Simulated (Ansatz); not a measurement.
# Sc3Ru: the cost of one run

Computed with Ansatz 0.2.0 (DFT PBE, scalar-relativistic, plane waves, PAW, unless a step's input says otherwise).

## Step 1: The system as given

The structure is cubic, space group Im-3m (No. 229). The conventional cell has a = 5.432 Å, b = 5.432 Å, c = 5.432 Å, α = 90.00°, β = 90.00°, γ = 90.00°. Sc (site symmetry 4/mmm) is surrounded by 4 Sc at 2.72 Å and 2 Ru at 2.72 Å. Ru (site symmetry m-3m) is surrounded by 6 Sc at 2.72 Å.

Coordinates:

```xyz
4
Lattice="-2.7158 2.7158 2.7158 2.7158 -2.7158 2.7158 2.7158 2.7158 -2.7158" Properties=species:S:1:pos:R:3 pbc="T T T"
Sc    2.7158    0.0000    0.0000
Sc    0.0000    2.7158    0.0000
Sc    0.0000    0.0000    2.7158
Ru    0.0000    0.0000    0.0000
```

Recipe of the guess: random cell by space group and Wyckoff sites (Im-3m, No. 229). Lengths come from tabulated atomic sizes and are only a guess.

## Step 2: Probe: one point on a coarse mesh

File input.yaml:

```yaml
crystal:
  lattice:
    - [-2.71577383, 2.71577383, 2.71577383]
    - [2.71577383, -2.71577383, 2.71577383]
    - [2.71577383, 2.71577383, -2.71577383]
  atoms:
    - { symbol: Sc, position: [0.0, 0.5, 0.5] }
    - { symbol: Sc, position: [0.5, 0.0, 0.5] }
    - { symbol: Sc, position: [0.5, 0.5, 0.0] }
    - { symbol: Ru, position: [0.0, 0.0, 0.0] }
basis:
  ecutwfc: 420
kpoints:
  mp_grid: { grid: [4, 4, 4] }
hamiltonian:
  xc: pbe
scf:
  occupations: { method: gaussian, width: 0.1 }
  lower_state_search: "off"
output:
  forces: true
  stress: true
  eigenvalues: true
```

On the command line:

```bash
ansatz run input.yaml --threads 1 --pin off --max-ram 2560MiB --backend cpu --events-out ev --progress --plain --runs-dir out
```

Q: Estimate wall time and peak memory on 1 thread of Intel Xeon at 2.70GHz, shared host.

About 1.5 s, with a peak of 0.35 GiB.
